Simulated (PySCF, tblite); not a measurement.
# C4H8F2Si: geometry, infrared bands and NMR shifts

Aim: predict the infrared bands and NMR shifts of C4H8F2Si (`F[C@@H]1CC[C@H](F)[SiH2]1`).

The runs use tblite 0.8.0 and PySCF 2.14.0, with density-fitted response routines of our own; the level of theory stands in each step. All values are computed, except where a source is named. Atoms are numbered from 0 throughout.

**1. The starting structure**

15 atoms, charge 0, multiplicity 1; geometry from: force field or distance geometry start.

Bonds of the start (Å): F0–C1 1.37, C1–C2 1.51, C2–C3 1.52, C3–C4 1.54, C4–F5 1.36, C4–Si6 1.88, Si6–C1 1.89, C1–H7 1.10, C2–H8 1.10, C2–H9 1.13, C3–H10 1.08, C3–H11 1.10, C4–H12 1.12, Si6–H13 1.46, Si6–H14 1.46.

**2. Relaxing the molecule with GFN2-xTB**

Job settings and geometry (Å):

```
{"job": {"kind": "relax", "xc": "GFN2-xTB", "basis": "xTB"}, "charge": 0, "multiplicity": 1}
F     -0.014700    -1.670100    -1.598600
C     -0.600900    -1.239200    -0.434900
C     -1.053300     0.187600    -0.655200
C      0.192500     1.061500    -0.653400
C      0.609400     0.961700     0.827700
F      1.814500     1.549900     1.062500
Si     0.691300    -0.912300     0.902800
H     -1.411700    -1.874400    -0.062200
H     -1.632800     0.284700    -1.588300
H     -1.671700     0.495700     0.236100
H      0.022300     2.074600    -0.986900
H      0.951000     0.485300    -1.205600
H     -0.218700     1.355300     1.475100
H      2.015700    -1.325000     0.450800
H      0.302700    -1.427300     2.208500
```

Command:

```bash
$ OMP_NUM_THREADS=1 python probes_run.py task.json out
```

This one command runs all jobs of the session in turn.

**Question.** This job is followed by: GFN2-xTB harmonic vibrations, gas phase; GIAO PBE0/pcSseg-1 NMR shielding, non-relativistic, gas phase. What will the session give for the following? strongest single infrared mode (GFN2-xTB); zero-point energy (GFN2-xTB); 13C shifts against TMS (PBE0/pcSseg-1, means over atoms taken as alike); 1H shifts against TMS (PBE0/pcSseg-1, means over atoms taken as alike); 19F shifts against CFCl3 (PBE0/pcSseg-1, means over atoms taken as alike); 29Si shifts against TMS (PBE0/pcSseg-1); surface potential, 1st and 99th percentile.

**Answer**, as computed:

| quantity | value |
| --- | --- |
| strongest single infrared mode (GFN2-xTB) | 2283 cm⁻¹, 282 km/mol |
| zero-point energy (GFN2-xTB) | 69.3 kcal/mol |
| 13C shifts against TMS (PBE0/pcSseg-1, means over atoms taken as alike) | 92.8, 35.7 ppm |
| 1H shifts against TMS (PBE0/pcSseg-1, means over atoms taken as alike) | 5.26, 4.44, 4.23, 2.43, 1.84 ppm |
| 19F shifts against CFCl3 (PBE0/pcSseg-1, means over atoms taken as alike) | -245.4 ppm |
| 29Si shifts against TMS (PBE0/pcSseg-1) | -34.0 ppm |
| surface potential, 1st and 99th percentile | -1.08 V and 1.34 V |

What this shows: The optimisation took 68 steps and gained 0.594 eV; among the close pairs (by a distance rule), C4–Si6 changed most, from 1.877 to 1.929 Å. All 39 modes are real, so the xTB geometry is a minimum. The strongest single mode, at 2283 cm⁻¹, moves mainly H14. Unscaled tight-binding wavenumbers are off by several per cent, some by more. Its intensities can rank the bands wrongly. The most deshielded hydrogen is H7, H12 (mean) (hydrogen on an sp3 CH bonded to F and Si), at 5.26 ppm: its carbon carries F, hence the downfield position.
